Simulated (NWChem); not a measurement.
**One shape, several levels: CH8N2Si2 (SMILES C=N[SiH2]N[SiH3])**

Aim: a comparison of 4 runs (HF/STO-3G, HF/3-21G, B3LYP/6-31G*) of CH8N2Si2. 

Program for the calculation: NWChem 7.3.0.

**1. The molecule**

CH8N2Si2: 13 atoms, total charge 0, spin state singlet. SMILES: `C=N[SiH2]N[SiH3]`. The coordinates come from a PBE0-D4/def2-TZVP relaxation. This is one conformer, not always the lowest.

Bond lengths: C1–N2 1.257 Å, N2–Si3 1.745 Å, Si3–N4 1.716 Å, N4–Si5 1.727 Å, C1–H6 1.103 Å, C1–H7 1.097 Å, Si3–H8 1.492 Å, Si3–H9 1.483 Å, N4–H10 1.011 Å, Si5–H11 1.489 Å, Si5–H12 1.485 Å, Si5–H13 1.488 Å. Some angles: C1–N2–Si3 123.3°, N2–Si3–N4 111.7°, Si3–N4–Si5 127.6°, N2–C1–H6 124.1°, N2–C1–H7 120.6°, N2–Si3–H8 110.4°, N2–Si3–H9 106.0°, N4–Si3–H8 107.9°, N4–Si3–H9 109.3°, Si3–N4–H10 115.5°.

**2. Energy and gradient at HF/STO-3G (run 1)**

ch8n2si2.nw reads:

```
start ch8n2si2
memory 2200 mb
charge 0

geometry units angstrom noautosym nocenter noautoz
   C       -1.956100      -1.026200       1.406800
   N       -1.634700       0.082800       0.909300
   Si      -0.899100       0.250800      -0.664400
   N        0.618100       1.048200      -0.572600
   Si       2.170800       0.333200      -0.328900
   H       -1.806200      -1.996200       0.903600
   H       -2.416200      -1.079500       2.400900
   H       -0.675400      -1.090000      -1.278600
   H       -1.836900       1.070900      -1.469600
   H        0.576200       2.056100      -0.510700
   H        2.754200       0.684000       0.995100
   H        1.985800      -1.137800      -0.405400
   H        3.139900       0.769000      -1.370700
end

basis spherical bse
   * library STO-3G
end

scf
   singlet
   rhf
   thresh 1e-08
   maxiter 80
   print low
end

task scf gradient
```

Launch:

```
$ nwchem ch8n2si2.nw > ch8n2si2.out
```

Standard output:

```text
[...]
  functions       =    41
[...]
  wavefunction    = RHF
[...]
         Total SCF energy =   -720.757639373832
      One-electron energy =  -1558.526991538085
      Two-electron energy =    557.071235167208
 Nuclear repulsion energy =    280.698116997044
        Time for solution =      4.9s
[...]
                         RHF ENERGY GRADIENTS
    atom               coordinates                        gradient
                 x          y          z           x          y          z
   1 C      -3.696493  -1.939237   2.658467   -0.001001   0.006817   0.003045
   2 N      -3.089135   0.156469   1.718328    0.006619  -0.006435  -0.018154
   3 Si     -1.699053   0.473943  -1.255534    0.001014   0.006403   0.049589
   4 N       1.168040   1.980811  -1.082057    0.001615   0.008707  -0.001111
   5 Si      4.102217   0.629657  -0.621531   -0.027953   0.013053  -0.004262
   6 H      -3.413223  -3.772271   1.707556    0.002721  -0.002425  -0.006060
   7 H      -4.565956  -2.039959   4.537043   -0.001162   0.002865   0.003584
   8 H      -1.276321  -2.059801  -2.416204    0.007259  -0.029365  -0.014072
   9 H      -3.471238   2.023708  -2.777141   -0.018313   0.018623  -0.016368
  10 H       1.088860   3.885466  -0.965083   -0.000445  -0.003411  -0.000648
  11 H       5.204683   1.292573   1.880466    0.013480   0.007665   0.028686
[...]
```

Wall time 6.3 s (1 thread of AMD EPYC 7B13 (Zen 3), shared host); peak memory 0.096 GiB.

**3. Energy and gradient at HF/3-21G (run 2)**

run.py reads:

```python
from ase import Atoms
from ase.calculators.nwchem import NWChem

mol = Atoms(['C', 'N', 'Si', 'N', 'Si', 'H', 'H', 'H', 'H', 'H', 'H', 'H', 'H'], positions=[
    [-1.956100, -1.026200, 1.406800],
    [-1.634700, 0.082800, 0.909300],
    [-0.899100, 0.250800, -0.664400],
    [0.618100, 1.048200, -0.572600],
    [2.170800, 0.333200, -0.328900],
    [-1.806200, -1.996200, 0.903600],
    [-2.416200, -1.079500, 2.400900],
    [-0.675400, -1.090000, -1.278600],
    [-1.836900, 1.070900, -1.469600],
    [0.576200, 2.056100, -0.510700],
    [2.754200, 0.684000, 0.995100],
    [1.985800, -1.137800, -0.405400],
    [3.139900, 0.769000, -1.370700],
])

calc = NWChem(
    label='struct',
    theory='scf',
    memory='2200 mb',
    basis='3-21G',
    basispar='spherical bse',
    scf={'nopen': '0', 'rhf': None, 'thresh': '1e-08', 'maxiter': '80'},
)
mol.calc = calc

forces = mol.get_forces()
print("Total energy (eV):", round(mol.get_potential_energy(), 6))
print("forces (eV/A):")
for s, f in zip(mol.symbols, forces):
    print(f"{s:2s} {f[0]:10.5f} {f[1]:10.5f} {f[2]:10.5f}")
print("dipole (e A):", mol.get_dipole_moment().round(4))
```

Launch:

```
$ export ASE_NWCHEM_COMMAND="nwchem PREFIX.nwi > PREFIX.nwo"
$ python run.py
```

Standard output:

```text
Total energy (eV): -19739.43094
forces (eV/A):
C    -0.32278   -0.21741    0.70263
N    -0.49710   -0.79267    0.75693
Si   -0.29619    0.41976   -1.22292
N    -0.05497    0.79324    0.06654
Si    0.84898   -0.11519    0.01933
H    -0.10146    0.47010    0.32890
H     0.25037   -0.08845   -0.59007
H    -0.08896   -0.02725    0.04289
H     0.03193   -0.08778   -0.05276
H     0.01491   -0.17555   -0.09868
H     0.05929   -0.06397    0.03198
H     0.07970   -0.04638    0.01358
H     0.07621   -0.06849    0.00159
dipole (e A): [ 0.0103 -0.1797 -0.0112]
```

The calculator wrote struct.nwi:

```
title "struct"

permanent_dir struct

scratch_dir struct

start struct

geometry units angstrom nocenter noautosym noautoz
  C  -1.9560999999999999e+00 -1.0262000000000000e+00 1.4068000000000001e+00
  N  -1.6347000000000000e+00 8.2799999999999999e-02 9.0930000000000000e-01
  Si -8.9910000000000001e-01 2.5080000000000002e-01 -6.6439999999999999e-01
  N  6.1809999999999998e-01 1.0482000000000000e+00 -5.7260000000000000e-01
  Si 2.1707999999999998e+00 3.3320000000000000e-01 -3.2890000000000003e-01
  H  -1.8062000000000000e+00 -1.9962000000000000e+00 9.0359999999999996e-01
  H  -2.4161999999999999e+00 -1.0794999999999999e+00 2.4009000000000000e+00
  H  -6.7540000000000000e-01 -1.0900000000000001e+00 -1.2786000000000000e+00
  H  -1.8369000000000000e+00 1.0709000000000000e+00 -1.4696000000000000e+00
  H  5.7620000000000005e-01 2.0560999999999998e+00 -5.1070000000000004e-01
  H  2.7542000000000000e+00 6.8400000000000005e-01 9.9509999999999998e-01
  H  1.9858000000000000e+00 -1.1377999999999999e+00 -4.0539999999999998e-01
  H  3.1398999999999999e+00 7.6900000000000002e-01 -1.3707000000000000e+00
end

memory 2200 mb

basis spherical bse noprint
   * library 3-21G
end

scf
  nopen 0
  rhf
  thresh 1e-08
  maxiter 80
end

task scf gradient
```

struct.nwo:

```text
Northwest Computational Chemistry Package (NWChem) 7.3.0
             --------------------------------------------------------

           Job information
           ---------------

    nwchem branch   = 7.3.0
    use scalapack   = T
    input           = struct.nwi
    prefix          = struct.
    data base       = struct/struct.db
    status          = startup
    nproc           =        1

           Memory information
           ------------------

[... 5 lines left out ...]
    hardfail = no
[... 142 lines left out ...]
         Quadratically convergent ROHF
[... 15 lines left out ...]
       Final RHF  results
[... 4 lines left out ...]
      Two-electron energy =    553.802294317434
[... 47 lines left out ...]
                       ROHF Final Molecular Orbital Analysis
[... 293 lines left out ...]
                 ----------------------------------------
                 |  Time  |  1-e(secs)   |  2-e(secs)   |
                 ----------------------------------------
                 |  CPU   |       0.01   |       0.80   |
                 ----------------------------------------
                 |  WALL  |       0.01   |       0.80   |
                 ----------------------------------------

 Task  times  cpu:        6.4s     wall:        6.4s
 Total times  cpu:        6.4s     wall:        6.4s
```

Wall time 7.8 s (1 thread of AMD EPYC 7B13 (Zen 3), shared host); peak memory 0.099 GiB.

Run 3 isn't shown in full; the table further down has it.

**4. Energy and gradient at B3LYP/6-31G(d) (spherical functions) (run 4)**

mol.xyz reads:

```xyz
13
CH8N2Si2
C     -1.956100    -1.026200     1.406800
N     -1.634700     0.082800     0.909300
Si    -0.899100     0.250800    -0.664400
N      0.618100     1.048200    -0.572600
Si     2.170800     0.333200    -0.328900
H     -1.806200    -1.996200     0.903600
H     -2.416200    -1.079500     2.400900
H     -0.675400    -1.090000    -1.278600
H     -1.836900     1.070900    -1.469600
H      0.576200     2.056100    -0.510700
H      2.754200     0.684000     0.995100
H      1.985800    -1.137800    -0.405400
H      3.139900     0.769000    -1.370700
```

mol.nw reads:

```
start mol
title "CH8N2Si2"
memory total 2200 mb

geometry units angstroms noautosym nocenter noautoz
  load format xyz mol.xyz
end

basis spherical bse
  * library 6-31G*
end

dft
  xc b3lyp
  grid fine
  convergence energy 1e-08
  maxiter 100
  mulliken
  noprint "final vectors analysis"
end

task dft gradient
```

Launch:

```
$ nwchem mol.nw > mol.out
```

Standard output:

```text
[...]
          Wavefunction type:  closed shell.
          No. of atoms     :    13
          No. of electrons :    56
[...]
          Charge           :     0
          Spin multiplicity:     1
[...]
          AO basis - number of functions:    94
[...]
              XC Information
              --------------
                         B3LYP Method XC Potential
                     Hartree-Fock (Exact) Exchange  0.200
                        Slater Exchange Functional  0.800 local
                    Becke 1988 Exchange Functional  0.720 non-local
              Lee-Yang-Parr Correlation Functional  0.810
                  VWN I RPA Correlation Functional  0.190 local
[...]
 d= 0,ls=0.0,diis     1   -731.3422202261 -1.01D+03  1.43D-02  7.19D-01     3.7
[...]
 d= 0,ls=0.0,diis    10   -731.4326302616 -9.49D-09  2.97D-07  7.97D-10    28.1
         Total DFT energy =     -731.432630261553
      One electron energy =    -1565.942171628333
           Coulomb energy =      618.029073333500
    Exchange-Corr. energy =      -64.217648963764
 Nuclear repulsion energy =      280.698116997044
[...]
  wavefunction    = closed shell
[...]
```

Run time: 36 s. Hardware: 1 thread of AMD EPYC 7B13 (Zen 3), shared host; peak memory 0.13 GiB.

**5. All runs side by side**

```csv
run,level,Cartesian functions,iteration cap,energy (Eh),largest force (eV/Å),wall time
1,HF/STO-3G,no,80,-720.757639,2.572,6.3 s
2,HF/3-21G,no,80,-725.410713,1.326,7.8 s
3,B3LYP/6-31G* (Cartesian functions),yes,100,-731.439256,0.639,40 s
4,B3LYP/6-31G* (spherical functions),no,100,-731.432630,0.648,36 s
```

**6. Outcome**

| quantity | value |
| --- | --- |
| run 4: total energy | -731.43263 Eh |
| run 4: dipole moment | 0.39 D |
| run 4: largest force on an atom | 0.648 eV/Å |

What this shows: In run 1 the basis is minimal, so the values are rough. All runs together took 90 s, the longest 40 s.
